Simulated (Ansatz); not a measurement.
# ClFHIOZr: small, medium and large basis sets

An exercise on one series of results from a longer session: the logs are not shown, and one member is left open.

The runs use Ansatz 0.2.0, Gaussian basis; one geometry, several basis sets.

Plan: PBE0-D4/def2-SVP; ωB97M-V/def2-SVP; PBE0-D4/def2-QZVPP; ωB97M-V/def2-QZVPP; the functionals' def2-TZVPP values are taken from earlier runs.

## The geometry

All runs share one geometry, relaxed beforehand with PBE0-D4 in a triple-zeta def2 set. Zr, I take the def2 core potential; no spin-orbit term is included.

SMILES `[OH][Zr]([F])([Cl])[I]`, 6 atoms, charge 0, spin multiplicity 1.

Atoms are counted from 1 here; the program's logs count them from 0.

Bond lengths: O1–Zr2 1.881 Å, O1–H6 0.954 Å, Zr2–F3 1.888 Å, Zr2–Cl4 2.340 Å, Zr2–I5 2.719 Å. Angles: Zr2–O1–H6 177.2°, O1–Zr2–F3 108.8°, O1–Zr2–Cl4 109.5°, O1–Zr2–I5 109.3°, F3–Zr2–Cl4 109.3°, F3–Zr2–I5 109.6°, Cl4–Zr2–I5 110.2°.

Set-up of the first run:

The input, in.yaml:

```yaml
crystal:
  periodic: [false, false, false]
  atoms:
    - {symbol: O, position_ang: [-1.057081, 0.981915, -0.287306]}
    - {symbol: Zr, position_ang: [0.216492, -0.374553, -0.010665]}
    - {symbol: F, position_ang: [0.131322, -1.594016, -1.450034]}
    - {symbol: Cl, position_ang: [-0.259063, -1.498047, 1.986119]}
    - {symbol: I, position_ang: [2.698371, 0.730242, 0.103389]}
    - {symbol: H, position_ang: [-1.687941, 1.690458, -0.387602]}
basis:
  gaussian: {orbitals: def2-SVP}
hamiltonian: {xc: pbe0, dispersion: d4}
output: {orbitals: {seedname: orbitals}}
```

Command:

```console
$ ansatz run in.yaml --threads 4 --pin off --events-out ev --progress --plain --max-ram 10444MiB
```

Among the steps run: PBE0-D4 in def2-SVP; ωB97M-V in def2-SVP; PBE0-D4 in def2-QZVPP; ωB97M-V in def2-QZVPP.

One table of the session follows, with a row left open; its other results are not shown here.

It belongs to the step «Functionals by basis». 

```
functional       basis  HOMO (eV)  LUMO (eV)
   PBE0-D4    def2-SVP          ?          ?
   PBE0-D4  def2-TZVPP      -8.00      -1.97
   PBE0-D4  def2-QZVPP      -8.01      -1.98
   ωB97M-V    def2-SVP     -10.00       0.17
   ωB97M-V  def2-TZVPP     -10.07       0.03
   ωB97M-V  def2-QZVPP     -10.08       0.00
```

Estimate the missing values for PBE0-D4, def2-SVP.

**Answer.** HOMO (eV): -7.96; LUMO (eV): -1.89. In the column «HOMO (eV)» it is the highest.
